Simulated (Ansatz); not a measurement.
# C2H8OSi2: a ladder of functionals and wavefunction methods

One table from this session's results is given with a row withheld; the runs are named, their logs left out.

Computed with Ansatz 0.2.0, Gaussian basis. Level: functionals in def2-TZVPP, the program's frozen cores in correlated methods.

Levels to be run: PBE-D4, r2SCAN-D4, PBE0-D4, B3LYP-D4, ωB97X-V, ωB97M-V, B2PLYP; CCSD(T)/def2-TZVPP; MP2/def2-QZVPP; extrapolation to the limit.

### The relaxed structure

An earlier PBE0-D4 in a triple-zeta def2 set relaxation fixed the geometry.

SMILES `C=C([SiH3])[SiH2]O`, 13 atoms, charge 0, spin multiplicity 1.

Atoms are counted from 1 here; the program's logs count them from 0.

Bond lengths: C1–C2 1.337 Å, C1–H6 1.089 Å, C1–H7 1.089 Å, C2–Si3 1.865 Å, C2–Si4 1.863 Å, Si3–H8 1.488 Å, Si3–H9 1.488 Å, Si3–H10 1.488 Å, Si4–O5 1.649 Å, Si4–H11 1.483 Å, Si4–H12 1.491 Å, O5–H13 0.958 Å. Angles: C2–C1–H6 122.0°, C2–C1–H7 122.5°, H6–C1–H7 115.6°, C1–C2–Si3 119.4°, C1–C2–Si4 119.2°, Si3–C2–Si4 121.4°, C2–Si3–H8 110.6°, C2–Si3–H9 109.3°, C2–Si3–H10 110.7°, H8–Si3–H9 109.3°, H8–Si3–H10 107.4°, H9–Si3–H10 109.4°, C2–Si4–O5 112.0°, C2–Si4–H11 110.2°, C2–Si4–H12 108.5°, O5–Si4–H11 106.0°, O5–Si4–H12 110.9°, H11–Si4–H12 109.2° and more.

The first run:

File in.yaml:

```yaml
crystal:
  periodic: [false, false, false]
  atoms:
    - {symbol: C, position_ang: [-0.175430, 1.565865, 0.265951]}
    - {symbol: C, position_ang: [-0.001866, 0.239746, 0.260943]}
    - {symbol: Si, position_ang: [0.778651, -0.588181, 1.738926]}
    - {symbol: Si, position_ang: [-0.547608, -0.741973, -1.225147]}
    - {symbol: O, position_ang: [-1.018878, 0.231834, -2.469455]}
    - {symbol: H, position_ang: [-0.628012, 2.091131, -0.573690]}
    - {symbol: H, position_ang: [0.117945, 2.190375, 1.108368]}
    - {symbol: H, position_ang: [2.071009, -1.223217, 1.362957]}
    - {symbol: H, position_ang: [1.019120, 0.425231, 2.800995]}
    - {symbol: H, position_ang: [-0.107281, -1.660118, 2.269244]}
    - {symbol: H, position_ang: [-1.728853, -1.571440, -0.884582]}
    - {symbol: H, position_ang: [0.572717, -1.632866, -1.642398]}
    - {symbol: H, position_ang: [-0.331115, 0.638714, -2.997310]}
basis:
  gaussian: {orbitals: def2-TZVPP}
hamiltonian: {xc: pbe, dispersion: d4}
output: {forces: true, orbitals: {seedname: orbitals}}
```

Started as:

```
$ ansatz run in.yaml --threads 4 --pin off --events-out ev --progress --plain --max-ram 10444MiB
```

Among the steps run: PBE-D4 (GGA); r2SCAN-D4 (meta-GGA); PBE0-D4 (hybrid); B3LYP-D4 (hybrid); ωB97X-V (range-separated); ωB97M-V (range-separated); B2PLYP (double hybrid); CCSD(T) in def2-TZVPP; MP2 in def2-QZVPP.

One table of the session follows, with a row left open; its other results are not shown here.

| method | atomisation energy (kJ/mol) |
| --- | --- |
| PBE-D4 | 4728.1 |
| r2SCAN-D4 | 4702.8 |
| PBE0-D4 | 4673.5 |
| B3LYP-D4 | 4699.0 |
| ωB97X-V | ? |
| ωB97M-V | 4712.2 |
| B2PLYP | 4647.8 |
| HF/def2-TZVPP | 3511.1 |
| MP2/def2-TZVPP | 4635.5 |
| CCSD/def2-TZVPP | 4531.2 |
| CCSD(T)/def2-TZVPP | 4591.2 |
| MP2/CBS | 4756.4 |
| CCSD(T)/CBS | 4712.1 |

**Question.** Estimate the row for ωB97X-V.

As computed: atomisation energy (kJ/mol): 4717.7. In the column «atomisation energy (kJ/mol)» it lies between ωB97M-V (4712.2) and PBE-D4 (4728.1).
